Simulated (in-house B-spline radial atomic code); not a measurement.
# W²⁺ in a hard spherical wall

What does confinement do to W²⁺? The free system is solved first, then the same system inside hard walls. More than one configuration is followed.

Program: in-house B-spline radial atomic code version 1. Level of theory: non-relativistic Hartree-Fock, average of configuration, point nucleus, basis-set limit. These are calculated values, not measurements, unless marked.

## Step 1: What is computed

| Item | Value |
| --- | --- |
| element | tungsten (Z = 74) |
| charge | +2 |
| electrons | 72 |
| configuration | [Xe] 4f14 5d4 |
| Hamiltonian | non-relativistic |
| nucleus | point |

Outer shells as boxes (Hund's rule):

[Xe] 4f14 5d4
```
[Xe] core
4f [↑↓][↑↓][↑↓][↑↓][↑↓][↑↓][↑↓]
5d [↑ ][↑ ][↑ ][↑ ][  ]
```

The boxes draw the filling by Hund's rule, which heavy ions in jj coupling don't follow; these runs average over all states of the configuration.

## Step 2: Reference run without a wall

Settings of the run:

```ini
Z = 74
electrons = 72.0
configuration = [Xe] 4f14 5d4
hamiltonian = nr
method = hf
spin_polarised = False
```

## Step 3: Wall at 9.62 bohr, configuration [Xe] 4f14 5d4

The settings differ from step 2 so:

```diff
@@ -6 +6,2 @@
 spin_polarised = False
+wall_radius = 9.62
```

## Step 4: Wall at 4.21 bohr, configuration [Xe] 4f14 5d4

The settings differ from step 3 so:

```diff
@@ -6,2 +6,2 @@
 spin_polarised = False
-wall_radius = 9.62
+wall_radius = 4.21
```

## Step 5: Wall at 2.68 bohr, configuration [Xe] 4f14 5d4

The settings differ from step 4 so:

```diff
@@ -6,2 +6,2 @@
 spin_polarised = False
-wall_radius = 4.21
+wall_radius = 2.68
```

## Step 6: Wall at 1.43 bohr, configuration [Xe] 4f14 5d4

The settings differ from step 5 so:

```diff
@@ -6,2 +6,2 @@
 spin_polarised = False
-wall_radius = 2.68
+wall_radius = 1.43
```

## Step 7: Wall at 9.62 bohr, configuration [Kr] 4d10 4f14 5s2 5p5 5d5

Settings of the run:

```ini
Z = 74
electrons = 72.0
configuration = [Kr] 4d10 4f14 5s2 5p5 5d5
hamiltonian = nr
method = hf
spin_polarised = False
wall_radius = 9.62
```

## Step 8: Wall at 4.21 bohr, configuration [Kr] 4d10 4f14 5s2 5p5 5d5

The settings differ from step 7 so:

```diff
@@ -6,2 +6,2 @@
 spin_polarised = False
-wall_radius = 9.62
+wall_radius = 4.21
```

## Step 9: Wall at 2.68 bohr, configuration [Kr] 4d10 4f14 5s2 5p5 5d5

The settings differ from step 8 so:

```diff
@@ -6,2 +6,2 @@
 spin_polarised = False
-wall_radius = 4.21
+wall_radius = 2.68
```

## Step 10: Wall at 1.43 bohr, configuration [Kr] 4d10 4f14 5s2 5p5 5d5

The settings differ from step 9 so:

```diff
@@ -6,2 +6,2 @@
 spin_polarised = False
-wall_radius = 2.68
+wall_radius = 1.43
```

## Step 11: Wall at 9.62 bohr, configuration [Xe] 4f14 5d3 5f1

Settings of the run:

```ini
Z = 74
electrons = 72.0
configuration = [Xe] 4f14 5d3 5f1
hamiltonian = nr
method = hf
spin_polarised = False
wall_radius = 9.62
```

## Step 12: Wall at 4.21 bohr, configuration [Xe] 4f14 5d3 5f1

The settings differ from step 11 so:

```diff
@@ -6,2 +6,2 @@
 spin_polarised = False
-wall_radius = 9.62
+wall_radius = 4.21
```

## Step 13: Wall at 2.68 bohr, configuration [Xe] 4f14 5d3 5f1

The settings differ from step 12 so:

```diff
@@ -6,2 +6,2 @@
 spin_polarised = False
-wall_radius = 4.21
+wall_radius = 2.68
```

## Step 14: Wall at 1.43 bohr, configuration [Xe] 4f14 5d3 5f1

The settings differ from step 13 so:

```diff
@@ -6,2 +6,2 @@
 spin_polarised = False
-wall_radius = 2.68
+wall_radius = 1.43
```

What do the energy and the highest level do as the wall closes in, and which configuration is lower at each radius?

The runs gave:

| configuration | radius (bohr) | energy above the free system (eV) | pressure (GPa) | highest level (eV) |
| --- | --- | --- | --- | --- |
| [Xe] 4f14 5d4 | 9.62 | below noise | 3.61e-05 | -25.717 (5d) |
| [Xe] 4f14 5d4 | 4.21 | 1.662 | 15.6 | -24.599 (5d) |
| [Xe] 4f14 5d4 | 2.68 | 39.775 | 1121 | -12.444 (5d) |
| [Xe] 4f14 5d4 | 1.43 | 1267.38 | 178692 | 151.95 (5d) |
| [Kr] 4d10 4f14 5s2 5p5 5d5 | 9.62 | 38.015 | 3.1e-05 | -26.492 (5d) |
| [Kr] 4d10 4f14 5s2 5p5 5d5 | 4.21 | 39.858 | 17.7 | -25.291 (5d) |
| [Kr] 4d10 4f14 5s2 5p5 5d5 | 2.68 | 82.105 | 1216 | -12.581 (5d) |
| [Kr] 4d10 4f14 5s2 5p5 5d5 | 1.43 | 1343.30 | 181244 | 152.90 (5d) |
| [Xe] 4f14 5d3 5f1 | 9.62 | 17.367 | 0.207 | -7.535 (5f) |
| [Xe] 4f14 5d3 5f1 | 4.21 | 29.333 | 48.9 | 3.656 (5f) |
| [Xe] 4f14 5d3 5f1 | 2.68 | 87.220 | 1396 | 35.234 (5f) |
| [Xe] 4f14 5d3 5f1 | 1.43 | 1369.90 | 181173 | 253.89 (5f) |

For [Xe] 4f14 5d4 the energy above the free reference is below noise at 9.62 bohr and 1267.38 eV at 1.43 bohr, where the electrons press on it with 178692 GPa. Its highest level passes zero between 2.68 and 1.43 bohr; in smaller spheres the level is positive, pushed up by confinement, and the wall keeps the electron in. Of [Xe] 4f14 5d4 and [Kr] 4d10 4f14 5s2 5p5 5d5, the first stays lower at every radius that both share. At 1.43 bohr the lowest of all 3 is [Xe] 4f14 5d4. A hard wall is a crude model of an atom's surroundings.
